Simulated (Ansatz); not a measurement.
**CH8O4Si2: a ladder of functionals and wavefunction methods**

Aim: compute CH8O4Si2 with functionals from several rungs and with coupled cluster. The yardstick is the atomisation energy at the CCSD(T) limit.

Method: functionals in def2-TZVPP, the program's frozen cores in correlated methods; program: Ansatz 0.2.0, Gaussian basis.

The runs, in order: PBE-D4, r2SCAN-D4, PBE0-D4, B3LYP-D4, ωB97X-V, ωB97M-V, B2PLYP; CCSD(T)/def2-TZVPP; MP2/def2-QZVPP; extrapolation to the limit.

**1. The geometry**

An earlier PBE0-D4 in a triple-zeta def2 set relaxation fixed the geometry.

15 atoms, charge 0, spin multiplicity 1.

Atoms are counted from 1 here; the program's logs count them from 0.

Bond lengths: C1–Si2 1.861 Å, C1–H8 1.092 Å, C1–H9 1.093 Å, C1–H10 1.093 Å, Si2–O3 1.656 Å, Si2–Si4 2.349 Å, Si2–H11 1.498 Å, O3–H12 0.960 Å, Si4–O5 1.646 Å, Si4–O6 1.642 Å, Si4–O7 1.649 Å, O5–H13 0.960 Å, O6–H14 0.959 Å, O7–H15 0.958 Å. Angles: Si2–C1–H8 110.9°, Si2–C1–H9 110.4°, Si2–C1–H10 110.5°, H8–C1–H9 108.5°, H8–C1–H10 108.4°, H9–C1–H10 108.0°, C1–Si2–O3 108.8°, C1–Si2–Si4 113.8°, C1–Si2–H11 108.4°, O3–Si2–Si4 107.0°, O3–Si2–H11 110.2°, Si4–Si2–H11 108.5°, Si2–O3–H12 114.5°, Si2–Si4–O5 101.1°, Si2–Si4–O6 116.4°, Si2–Si4–O7 114.4°, O5–Si4–O6 107.7°, O5–Si4–O7 113.8° and more.

As a file:

```
C     0.1729    0.9785   -2.0977
Si    0.8040   -0.1936   -0.7968
O     2.2818    0.3370   -0.2711
Si   -0.5822   -0.3503    1.0935
O     0.5349   -0.4798    2.2950
O    -1.5193    0.9574    1.4210
O    -1.6575   -1.5995    1.0487
H    -0.0074    1.9689   -1.6749
H     0.8996    1.0754   -2.9081
H    -0.7633    0.6092   -2.5249
H     0.9309   -1.5547   -1.4088
H     2.4467    0.1934    0.6637
H     0.2367   -0.3648    3.2007
H    -2.4486    0.8751    1.1999
H    -1.3292   -2.4523    0.7597
```

**2. PBE-D4 (GGA)**

File in.yaml:

```yaml
crystal:
  periodic: [false, false, false]
  atoms:
    - {symbol: C, position_ang: [0.172865, 0.978536, -2.097670]}
    - {symbol: Si, position_ang: [0.803975, -0.193578, -0.796763]}
    - {symbol: O, position_ang: [2.281757, 0.336950, -0.271115]}
    - {symbol: Si, position_ang: [-0.582235, -0.350350, 1.093518]}
    - {symbol: O, position_ang: [0.534912, -0.479765, 2.295031]}
    - {symbol: O, position_ang: [-1.519281, 0.957442, 1.421003]}
    - {symbol: O, position_ang: [-1.657453, -1.599473, 1.048747]}
    - {symbol: H, position_ang: [-0.007381, 1.968865, -1.674861]}
    - {symbol: H, position_ang: [0.899645, 1.075421, -2.908127]}
    - {symbol: H, position_ang: [-0.763343, 0.609178, -2.524928]}
    - {symbol: H, position_ang: [0.930895, -1.554684, -1.408763]}
    - {symbol: H, position_ang: [2.446689, 0.193447, 0.663680]}
    - {symbol: H, position_ang: [0.236742, -0.364763, 3.200671]}
    - {symbol: H, position_ang: [-2.448560, 0.875065, 1.199852]}
    - {symbol: H, position_ang: [-1.329238, -2.452292, 0.759715]}
basis:
  gaussian: {orbitals: def2-TZVPP}
hamiltonian: {xc: pbe, dispersion: d4}
output: {forces: true, orbitals: {seedname: orbitals}}
```

The run is started by

```sh
ansatz run in.yaml --threads 2 --pin off --events-out ev --progress --plain --max-ram 32768MiB --backend cuda --devices 0, --max-vram 18GiB
```

After this run come: r2SCAN-D4 (meta-GGA); PBE0-D4 (hybrid); B3LYP-D4 (hybrid); ωB97X-V (range-separated); ωB97M-V (range-separated); B2PLYP (double hybrid); CCSD(T) in def2-TZVPP; MP2 in def2-QZVPP.

**Question.** What will the summary of the whole plan be? Wanted: atomisation energy, CCSD(T)/CBS; farthest; mean size of error, hybrid; mean size of error, range-separated; gap, smallest and largest; T1 diagnostic; triples share of the correlation energy.

The runs gave:

| quantity | value |
| --- | --- |
| atomisation energy, CCSD(T)/CBS | 1410.0 kcal/mol |
| functionals within 7.0 kcal/mol (0.5 %) | r2SCAN-D4, ωB97X-V, ωB97M-V |
| farthest | B2PLYP (-25.6 kcal/mol) |
| mean size of error, hybrid | 18.0 kcal/mol |
| mean size of error, range-separated | 4.5 kcal/mol |
| gap, smallest and largest | 5.44 eV (PBE-D4), 11.95 eV (ωB97X-V) |
| T1 diagnostic | 0.0120 |
| triples share of the correlation energy | 3.5 % |

PBE-D4 misses by +7.4 kcal/mol. Double hybrids carry the basis error of their MP2 part in triple zeta, and no dispersion term here, so their miss is partly the set-up's. The reference freezes the cores and leaves out relativity and excitations past (T), so misses under about 7.0 kcal/mol can't be ranked. Hartree-Fock recovers 71 % of the binding; the rest is correlation. Orbital gaps span 5.4 to 11.9 eV; exact exchange widens them.
